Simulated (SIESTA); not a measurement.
# MnPt2 (P-3m1) in SIESTA: settings compared, part 2 of 2

SIESTA 5.4.2.

## Step 4: Single point, LDA, collinear spin, ferromagnetic start, 14.79 Å³/atom

MnPt2.fdf reads:

```
SystemName                      MnPt2
SystemLabel                     MnPt2
NumberOfSpecies                 2
NumberOfAtoms                   3
%block ChemicalSpeciesLabel
  1  78 Pt
  2  25 Mn
%endblock ChemicalSpeciesLabel

LatticeConstant                 1.0 Ang
%block LatticeVectors
     2.8197726289     0.0000000000     0.0000000000
    -1.4098863145     2.4419947296     0.0000000000
     0.0000000000     0.0000000000     6.4442160962
%endblock LatticeVectors
AtomicCoordinatesFormat         Fractional
%block AtomicCoordinatesAndAtomicSpecies
     0.6666666667     0.3333333333     0.3162060000  1  Pt
     0.3333333333     0.6666666667     0.6837940000  1  Pt
     0.0000000000     0.0000000000     0.0000000000  2  Mn
%endblock AtomicCoordinatesAndAtomicSpecies

%block kgrid.MonkhorstPack
    8   0   0  0.0
    0   8   0  0.0
    0   0   3  0.0
%endblock kgrid.MonkhorstPack
XC.Functional                   LDA
XC.Authors                      PW92
PAO.BasisSize                   DZP
PAO.EnergyShift                 0.003 Ry
Mesh.Cutoff                     800 Ry
Spin                            polarized
%block DM.InitSpin
    1   0.000
    2   0.000
    3   4.000
%endblock DM.InitSpin
OccupationFunction              FD
ElectronicTemperature           0.05 eV
MaxSCFIterations                200
SCF.MustConverge                false
SCF.Mixer.Method                Pulay
SCF.Mixer.Weight                0.1
SCF.Mixer.History               10
SCF.DM.Tolerance                5.0e-05
SCF.H.Tolerance                 1.0e-03 eV
WriteForces                     true
Charge.Mulliken                 end
%block PAO.Basis
  Pt 5
  n=5 0 2
    2.732 0.000
  n=6 0 2
    7.210 0.000
  n=5 1 2
    3.260 0.000
  n=6 1 1
    7.210
  n=5 2 2
    5.681 0.000
  Mn 5
  n=3 0 2
    2.743 0.000
  n=4 0 2
    7.580 0.000
  n=3 1 2
    3.076 0.000
  n=4 1 1
    7.580
  n=3 2 2
    5.088 0.000
%endblock PAO.Basis
```

On the command line:

```bash
$ siesta MnPt2.fdf > MnPt2.out 2>&1
```

It took 2.2 min on 1 thread of Arm Neoverse V2, shared host; peak memory 0.39 GiB.

It converged, with:

| Item | Value |
| --- | --- |
| Free energy | -10072.0479 eV |
| Pressure | -8.7 GPa |
| Largest force | 0.034 eV/Å |
| Band gap on the k mesh | none (metal or under the smearing width) |
| Net moment | 4.05 μB per cell |
| Site moments | Pt +0.17; Mn +3.70 μB |

Caveat: short orbitals over semicore shells can move pressures by several GPa; the basis of atomic orbitals isn't converged, which shifts pressures, moduli and gaps.

## Step 5: Single point, LDA, collinear spin, ferromagnetic start, 15.10 Å³/atom

Changes to MnPt2.fdf since step 4:

```diff
@@ -11,5 +11,5 @@
 %block LatticeVectors
-     2.8197726289     0.0000000000     0.0000000000
-    -1.4098863145     2.4419947296     0.0000000000
-     0.0000000000     0.0000000000     6.4442160962
+     2.8392199513     0.0000000000     0.0000000000
+    -1.4196099756     2.4588366048     0.0000000000
+     0.0000000000     0.0000000000     6.4886603702
 %endblock LatticeVectors
```

On the command line:

```bash
$ siesta MnPt2.fdf > MnPt2.out 2>&1
```

Wall time 2.4 min (1 thread of Arm Neoverse V2, shared host); peak memory 0.38 GiB.

The run converged. Its results:

* Free energy: -10071.9877 eV
* Pressure: -12.1 GPa
* Largest force: 0.007 eV/Å
* Band gap on the k mesh: none (metal or under the smearing width)
* Net moment: 4.18 μB per cell
* Site moments: Pt +0.19; Mn +3.81 μB

Caveat: short orbitals over semicore shells can move pressures by several GPa; the basis of atomic orbitals isn't converged, which shifts pressures, moduli and gaps.

## Step 6: Single point, LDA, collinear spin, ferromagnetic start, 15.41 Å³/atom

Changes to MnPt2.fdf since step 5:

```diff
@@ -11,5 +11,5 @@
 %block LatticeVectors
-     2.8392199513     0.0000000000     0.0000000000
-    -1.4196099756     2.4588366048     0.0000000000
-     0.0000000000     0.0000000000     6.4886603702
+     2.8584044518     0.0000000000     0.0000000000
+    -1.4292022259     2.4754508696     0.0000000000
+     0.0000000000     0.0000000000     6.5325040000
 %endblock LatticeVectors
```

Potentials or basis: PseudoDojo 0.4 standard (LDA files), DZP (energy shift 0.003 Ry; two zetas on semicore shells).

On the command line:

```bash
$ siesta < MnPt2.fdf > MnPt2.out 2>&1
```

Wall time 2.3 min (1 thread of Arm Neoverse V2, shared host); peak memory 0.37 GiB.

Results (log left out):

```yaml
Free_energy: -10071.9088 eV
Pressure: -15.1 GPa
Largest_force: 0.034 eV/Å
Band_gap_on_the_k_mesh: none (metal or under the smearing width)
Net_moment: 4.30 μB per cell
Site_moments: Pt +0.20; Mn +3.91 μB
```

Caveat: short orbitals over semicore shells can move pressures by several GPa; the basis of atomic orbitals isn't converged, which shifts pressures, moduli and gaps.

## Step 7: Single point, LDA, collinear spin, ferromagnetic start, 15.72 Å³/atom

Changes to MnPt2.fdf since step 6:

```diff
@@ -11,5 +11,5 @@
 %block LatticeVectors
-     2.8584044518     0.0000000000     0.0000000000
-    -1.4292022259     2.4754508696     0.0000000000
-     0.0000000000     0.0000000000     6.5325040000
+     2.8773348343     0.0000000000     0.0000000000
+    -1.4386674171     2.4918450617     0.0000000000
+     0.0000000000     0.0000000000     6.5757668767
 %endblock LatticeVectors
```

On the command line:

```bash
$ siesta MnPt2.fdf > MnPt2.out 2>&1
```

Wall time 2.4 min (1 thread of Arm Neoverse V2, shared host); peak memory 0.37 GiB.

It converged, with:

* Free energy: -10071.8134 eV
* Pressure: -17.9 GPa
* Largest force: 0.077 eV/Å
* Band gap on the k mesh: none (metal or under the smearing width)
* Net moment: 4.40 μB per cell
* Site moments: Pt +0.21; Mn +3.99 μB

Caveat: short orbitals over semicore shells can move pressures by several GPa; the basis of atomic orbitals isn't converged, which shifts pressures, moduli and gaps.

## Step 8: Single point, LDA, collinear spin, ferromagnetic start, 16.02 Å³/atom

Changes to MnPt2.fdf since step 7:

```diff
@@ -11,5 +11,5 @@
 %block LatticeVectors
-     2.8773348343     0.0000000000     0.0000000000
-    -1.4386674171     2.4918450617     0.0000000000
-     0.0000000000     0.0000000000     6.5757668767
+     2.8960193503     0.0000000000     0.0000000000
+    -1.4480096751     2.5080263272     0.0000000000
+     0.0000000000     0.0000000000     6.6184678581
 %endblock LatticeVectors
```

On the command line:

```bash
$ siesta MnPt2.fdf > MnPt2.out 2>&1
```

Run time: 2 min. Hardware: 1 thread of Arm Neoverse V2, shared host; peak memory 0.37 GiB.

Results (log left out):

```
Free energy            : -10071.7031 eV
Pressure               : -20.3 GPa
Largest force          : 0.114 eV/Å
Band gap on the k mesh : none (metal or under the smearing width)
Net moment             : 4.47 μB per cell
Site moments           : Pt +0.21; Mn +4.05 μB
```

Caveat: short orbitals over semicore shells can move pressures by several GPa; the basis of atomic orbitals isn't converged, which shifts pressures, moduli and gaps.

## Step 9: Single point, LDA, collinear spin, ferromagnetic start, 16.33 Å³/atom

Changes to MnPt2.fdf since step 8:

```diff
@@ -11,5 +11,5 @@
 %block LatticeVectors
-     2.8960193503     0.0000000000     0.0000000000
-    -1.4480096751     2.5080263272     0.0000000000
-     0.0000000000     0.0000000000     6.6184678581
+     2.9144658307     0.0000000000     0.0000000000
+    -1.4572329154     2.5240014479     0.0000000000
+     0.0000000000     0.0000000000     6.6606248409
 %endblock LatticeVectors
```

Potentials or basis: PseudoDojo 0.4 standard (LDA files), DZP (energy shift 0.003 Ry; two zetas on semicore shells).

On the command line:

```bash
$ siesta MnPt2.fdf > MnPt2.out 2>&1
```

Wall time 2 min (1 thread of Arm Neoverse V2, shared host); peak memory 0.36 GiB.

Results (log left out):

| Quantity | Value |
| --- | --- |
| Free energy | -10071.5795 eV |
| Pressure | -22.4 GPa |
| Largest force | 0.155 eV/Å |
| Band gap on the k mesh | none (metal or under the smearing width) |
| Net moment | 4.53 μB per cell |
| Site moments | Pt +0.22; Mn +4.10 μB |

Caveat: short orbitals over semicore shells can move pressures by several GPa; the basis of atomic orbitals isn't converged, which shifts pressures, moduli and gaps.

## Step 10: Equation of state, LDA, collinear spin, ferromagnetic start

This step only gathers the single runs of the series.

What came out:

```
Equilibrium volume                        : 14.15 Å³/atom (rough: see the caveat)
Bulk modulus at fixed shape and positions : 214 GPa (rough)
```

Energy against volume, from the lowest point:
```tsv
volume (Å³/atom)	energy (meV/atom)
14.483	0.00
14.791	12.96
15.099	33.03
15.408	59.31
15.716	91.11
16.024	127.88
16.332	169.08
```

Caveat: the minimum lies outside the volumes run; short orbitals over semicore shells can move pressures by several GPa; the cell was scaled at fixed shape and fractional positions, which overstates the stiffness of a crystal with free parameters, most of all of layers and chains; the basis of atomic orbitals isn't converged, which shifts pressures, moduli and gaps.
